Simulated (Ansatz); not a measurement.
# ClF₂GeH₃Si: how energies converge with the basis set

An exercise on one series of results from a longer session: the logs are not shown, and one member is left open.

Computed with Ansatz 0.2.0, Gaussian basis. Level: one geometry, several basis sets.

The runs, in order: PBE0-D4/def2-SVP; ωB97M-V/def2-SVP; PBE0-D4/def2-QZVPP; ωB97M-V/def2-QZVPP; the functionals' def2-TZVPP values are taken from earlier runs.

## The relaxed structure

All runs share one geometry, relaxed beforehand with PBE0-D4 in a triple-zeta def2 set.

SMILES `[F][Ge]([F])([SiH3])[Cl]`, 8 atoms, charge 0, spin multiplicity 1.

Atoms are counted from 1 here; the program's logs count them from 0.

Bond lengths: F1–Ge2 1.724 Å, Ge2–F3 1.724 Å, Ge2–Si4 2.383 Å, Ge2–Cl5 2.129 Å, Si4–H6 1.481 Å, Si4–H7 1.481 Å, Si4–H8 1.481 Å. Angles: F1–Ge2–F3 103.8°, F1–Ge2–Si4 112.3°, F1–Ge2–Cl5 106.2°, F3–Ge2–Si4 112.3°, F3–Ge2–Cl5 106.2°, Si4–Ge2–Cl5 115.2°, Ge2–Si4–H6 106.9°, Ge2–Si4–H7 107.6°, Ge2–Si4–H8 106.9°, H6–Si4–H7 111.8°, H6–Si4–H8 111.5°, H7–Si4–H8 111.8°.

Set-up of the first run:

Input file in.yaml:

```yaml
crystal:
  periodic: [false, false, false]
  atoms:
    - {symbol: F, position_ang: [1.561806, -0.565033, 1.692442]}
    - {symbol: Ge, position_ang: [1.073519, 0.071809, 0.166075]}
    - {symbol: F, position_ang: [2.014800, -0.818991, -0.971578]}
    - {symbol: Si, position_ang: [-1.266516, -0.174361, -0.208346]}
    - {symbol: Cl, position_ang: [1.796393, 2.073661, 0.098155]}
    - {symbol: H, position_ang: [-1.955962, 0.599621, 0.849136]}
    - {symbol: H, position_ang: [-1.584356, -1.618368, -0.127129]}
    - {symbol: H, position_ang: [-1.547683, 0.374562, -1.554556]}
basis:
  gaussian: {orbitals: def2-SVP}
hamiltonian: {xc: pbe0, dispersion: d4}
output: {orbitals: {seedname: orbitals}}
```

Among the steps run: PBE0-D4 in def2-SVP; ωB97M-V in def2-SVP; PBE0-D4 in def2-QZVPP; ωB97M-V in def2-QZVPP.

One table of the session follows, with a row left open; its other results are not shown here.

It belongs to the step «Density functionals: the series». 

```
functional       basis  HOMO (eV)
   PBE0-D4    def2-SVP      -9.13
   PBE0-D4  def2-TZVPP      -9.21
   PBE0-D4  def2-QZVPP      -9.24
   ωB97M-V    def2-SVP          ?
   ωB97M-V  def2-TZVPP     -11.28
   ωB97M-V  def2-QZVPP     -11.33
```

**Question.** Estimate the row for ωB97M-V, def2-SVP.

The run gave: HOMO (eV): -11.17. In the column «HOMO (eV)» it lies between ωB97M-V, def2-TZVPP (-11.28) and PBE0-D4, def2-QZVPP (-9.24).
